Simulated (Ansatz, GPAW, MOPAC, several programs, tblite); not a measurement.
## What each method gives for PdOSe (Janus 2H monolayer)

A free-standing Janus 2H monolayer of PdOSe, relaxed with r2SCAN in Ansatz, was computed with several methods. The sheet's in-plane cell has a = 3.171 Å, b = 3.171 Å (γ = 120.0°), and its outermost atoms lie 2.85 Å apart along the normal. Around Pd lie 3 O at 2.13 Å and 3 Se at 2.55 Å; around O lie 3 Pd at 2.13 Å; around Se lie 3 Pd at 2.55 Å. Computed, not measured; no magnetism was allowed, and whether the structure is a known phase isn't checked.

```yaml
crystal:
  lattice:
    - [3.17126, 0.00000, 0.00000]
    - [-1.58563, 2.74639, 0.00000]
    - [0.00000, 0.00000, 29.76649]
  atoms:
    - { symbol: Pd, position: [0.33333, 0.66667, 0.31009] }
    - { symbol: O, position: [0.66667, 0.33333, 0.34635] }
    - { symbol: Se, position: [0.66667, 0.33333, 0.25063] }
```
Two periodic directions, a and b.

Gaps and times are for a single point on this cell. Times are rough, from shared hosts (Arm Neoverse V2), and each method has its own mesh and cell size. PM6 (MOPAC) and PM7 (MOPAC): levels, charges or heat of formation failed a check of plausibility, so no values are given. PM6 (MOPAC), PM7 (MOPAC), GFN1-xTB (tblite), GFN2-xTB (tblite) treat a cluster of cells at its zone centre, which samples few k points: where these miss a band edge, the gap comes out too large for that reason alone. Gaps from k meshes are read at a limited set of points (mesh, symmetry points, PBE's band edges), so each method's own least gap may be somewhat smaller. xTB and the PM methods were fitted mostly to molecules, and can miss a solid's gap by electronvolts. Minimal bases can be far off for gaps. d marks a direct gap, i an indirect one (no mark: not told apart), a dash a value that wasn't computed or didn't pass its checks.

```tsv
method	kind	gap (eV)	atoms computed	processor time
GFN1-xTB (tblite)	tight binding	0.14	27	0.79 s
GFN2-xTB (tblite)	tight binding	0.40	27	1.1 s
PM6 (MOPAC)	semi-empirical	–	27	1.9 s
light PBE (260 eV and a coarse mesh)	light plane-wave	overlap 0.32	3	3.9 s
PBE	semilocal	overlap 0.25	3	15 s
PBE/single zeta (GPAW)	small basis	overlap 0.37	3	18 s
PM7 (MOPAC)	semi-empirical	–	27	32 s
r2SCAN	semilocal	overlap 0.27	3	38 s
```

With PBE and r2SCAN the bands overlap or touch, or nearly. Semilocal functionals can close a real gap, so this doesn't show a metal; small gaps of other methods may in turn close between the points read or with spin-orbit coupling, and the solid may be a semimetal.

Spin-orbit coupling is left out.
